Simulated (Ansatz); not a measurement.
**GaH3O: one species, many methods**

An exercise on one series of results from a longer session: the logs are not shown, and one member is left open.

Computed with Ansatz 0.2.0, Gaussian basis. Level: functionals in def2-TZVPP, the program's frozen cores in correlated methods.

Plan: LDA (SPW92), PBE-D4, revPBE-D4, BLYP-D4, r2SCAN-D4, B97M-V, PBE0-D4, B3LYP-D4, r2SCANh-D4, r2SCAN0-D4, HSE06-D4, BHLYP-D4, CAM-B3LYP-D4, LC-ωPBE, ωB97X-V, ωB97M-V, B2PLYP, PBE-QIDH; CCSD(T)/def2-SVP; CCSD(T)/def2-TZVPP; CCSD(T)/def2-QZVPP; extrapolation to the limit; RPA on PBE.

### The geometry

All runs share one geometry, relaxed beforehand with PBE0-D4 in a triple-zeta def2 set.

5 atoms, charge 0, spin multiplicity 1.

Atoms are counted from 1 here; the program's logs count them from 0.

Bond lengths: O1–Ga2 1.788 Å, O1–H3 0.959 Å, Ga2–H4 1.565 Å, Ga2–H5 1.556 Å. Angles: Ga2–O1–H3 114.1°, O1–Ga2–H4 117.5°, O1–Ga2–H5 113.8°, H4–Ga2–H5 128.7°.

The first run:

File in.yaml:

```yaml
crystal:
  periodic: [false, false, false]
  atoms:
    - {symbol: O, position_ang: [0.803989, -0.725321, 0.693105]}
    - {symbol: Ga, position_ang: [-0.152103, 0.445333, -0.262059]}
    - {symbol: H, position_ang: [0.400179, -1.592137, 0.767665]}
    - {symbol: H, position_ang: [-1.510394, -0.050504, -0.860849]}
    - {symbol: H, position_ang: [0.508229, 1.849029, -0.379261]}
basis:
  gaussian: {orbitals: def2-TZVPP}
hamiltonian: {xc: lda}
output: {orbitals: {seedname: orbitals}}
```

Run with:

```
> ansatz run in.yaml --threads 2 --pin off --events-out ev --progress --plain --max-ram 32768MiB --backend cpu
```

Steps of the session up to this table: LDA; PBE-D4 (GGA); revPBE-D4 (GGA); BLYP-D4 (GGA); r2SCAN-D4 (meta-GGA); B97M-V (meta-GGA); PBE0-D4 (hybrid); B3LYP-D4 (hybrid); r2SCANh-D4 (hybrid); r2SCAN0-D4 (hybrid); HSE06-D4 (hybrid); BHLYP-D4 (hybrid); CAM-B3LYP-D4 (range-separated); LC-ωPBE (range-separated); ωB97X-V (range-separated); ωB97M-V (range-separated); B2PLYP (double hybrid); PBE-QIDH (double hybrid).

One table of the session follows, with a row left open; its other results are not shown here.

It belongs to the step «Orbital energies across the functionals». 

```
  functional  HOMO (eV)  gap (eV)
 LDA (SPW92)      -7.26      5.03
      PBE-D4      -7.17      5.19
   revPBE-D4      -7.12      5.26
     BLYP-D4      -7.09      5.14
   r2SCAN-D4      -7.50      5.82
      B97M-V      -7.61      5.67
     PBE0-D4      -8.54      7.35
    B3LYP-D4          ?         ?
  r2SCANh-D4      -8.01      6.61
  r2SCAN0-D4      -8.77      7.76
    HSE06-D4      -8.14      6.58
    BHLYP-D4      -9.84      9.34
CAM-B3LYP-D4      -9.97      9.64
     LC-ωPBE     -11.32     12.20
     ωB97X-V     -10.97     11.71
     ωB97M-V     -10.80     11.31
```

Q: Estimate the row for B3LYP-D4 from the others.

Worked estimate for «HOMO (eV)». Against the share of exact exchange, BLYP-D4 (0, -7.09), BHLYP-D4 (0.5, -9.84) give a slope of -5.50 per unit share; at 0.2 the line stands at -8.19.

**Answer.** HOMO (eV): -8.35; gap (eV): 6.86. In «HOMO (eV)» the line misses by +0.16.
